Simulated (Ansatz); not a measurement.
# K2AlPtC6N6: the cost of one run

Method: DFT PBE, scalar-relativistic, plane waves, PAW, in Ansatz 0.2.0.

### Step 1. The system as given

It takes space group Fm-3m (No. 225, cubic). The conventional cell has a = 10.099 Å, b = 10.099 Å, c = 10.099 Å, α = 90.00°, β = 90.00°, γ = 90.00°. Around K (site symmetry -43m) lie 12 N at 3.61 Å and 12 C at 3.62 Å. Around Al (site symmetry m-3m) lie 6 N at 1.96 Å. Pt (site symmetry m-3m) is surrounded by 6 C at 1.92 Å. C (site symmetry 4mm) is surrounded by 1 N at 1.17 Å. N (site symmetry 4mm) has 1 C at 1.17 Å as nearest neighbours.

As a file:

```cif
data_structure
_symmetry_space_group_name_H-M 'P 1'
_symmetry_Int_Tables_number 1
_cell_length_a 7.1411
_cell_length_b 7.1411
_cell_length_c 7.1411
_cell_angle_alpha 60.000
_cell_angle_beta 60.000
_cell_angle_gamma 60.000
_cell_volume 257.50
loop_
_atom_site_label
_atom_site_type_symbol
_atom_site_fract_x
_atom_site_fract_y
_atom_site_fract_z
_atom_site_occupancy
K1 K 0.25000 0.25000 0.25000 1
K2 K 0.75000 0.75000 0.75000 1
Al1 Al 0.50000 0.50000 0.50000 1
Pt1 Pt 0.00000 0.00000 0.00000 1
C1 C 0.81018 0.18982 0.18982 1
C2 C 0.18982 0.81018 0.18982 1
C3 C 0.18982 0.18982 0.81018 1
C4 C 0.18982 0.81018 0.81018 1
C5 C 0.81018 0.18982 0.81018 1
C6 C 0.81018 0.81018 0.18982 1
N1 N 0.69433 0.30567 0.30567 1
N2 N 0.30567 0.69433 0.30567 1
N3 N 0.30567 0.30567 0.69433 1
N4 N 0.30567 0.69433 0.69433 1
N5 N 0.69433 0.30567 0.69433 1
N6 N 0.69433 0.69433 0.30567 1
```

Recipe of the guess: cyanide-bridged rock-salt net of two metals, 2 guest cations a cell (Fm-3m, No. 225). Its size is a rough estimate.

### Step 2. A first look at the guess

input.yaml reads:

```yaml
crystal:
  lattice:
    - [0.0, 5.0495, 5.0495]
    - [5.0495, 0.0, 5.0495]
    - [5.0495, 5.0495, 0.0]
  atoms:
    - { symbol: K, position: [0.25, 0.25, 0.25] }
    - { symbol: K, position: [0.75, 0.75, 0.75] }
    - { symbol: Al, position: [0.5, 0.5, 0.5] }
    - { symbol: Pt, position: [0.0, 0.0, 0.0] }
    - { symbol: C, position: [0.81017923, 0.18982077, 0.18982077] }
    - { symbol: C, position: [0.18982077, 0.81017923, 0.18982077] }
    - { symbol: C, position: [0.18982077, 0.18982077, 0.81017923] }
    - { symbol: C, position: [0.18982077, 0.81017923, 0.81017923] }
    - { symbol: C, position: [0.81017923, 0.18982077, 0.81017923] }
    - { symbol: C, position: [0.81017923, 0.81017923, 0.18982077] }
    - { symbol: "N", position: [0.69432617, 0.30567383, 0.30567383] }
    - { symbol: "N", position: [0.30567383, 0.69432617, 0.30567383] }
    - { symbol: "N", position: [0.30567383, 0.30567383, 0.69432617] }
    - { symbol: "N", position: [0.30567383, 0.69432617, 0.69432617] }
    - { symbol: "N", position: [0.69432617, 0.30567383, 0.69432617] }
    - { symbol: "N", position: [0.69432617, 0.69432617, 0.30567383] }
basis:
  ecutwfc: 420
kpoints:
  mp_grid: { grid: [4, 4, 4] }
hamiltonian:
  xc: pbe
scf:
  occupations: { method: gaussian, width: 0.1 }
  lower_state_search: "off"
output:
  forces: true
  stress: true
  eigenvalues: true
```

Command:

```
$ ansatz run input.yaml --threads 1 --pin off --max-ram 2560MiB --backend cpu --events-out ev --progress --plain --runs-dir out
```

Q: Estimate wall time and peak memory on 1 thread of Arm Neoverse V2, shared host.

About 9.7 s, with a peak of 0.53 GiB.
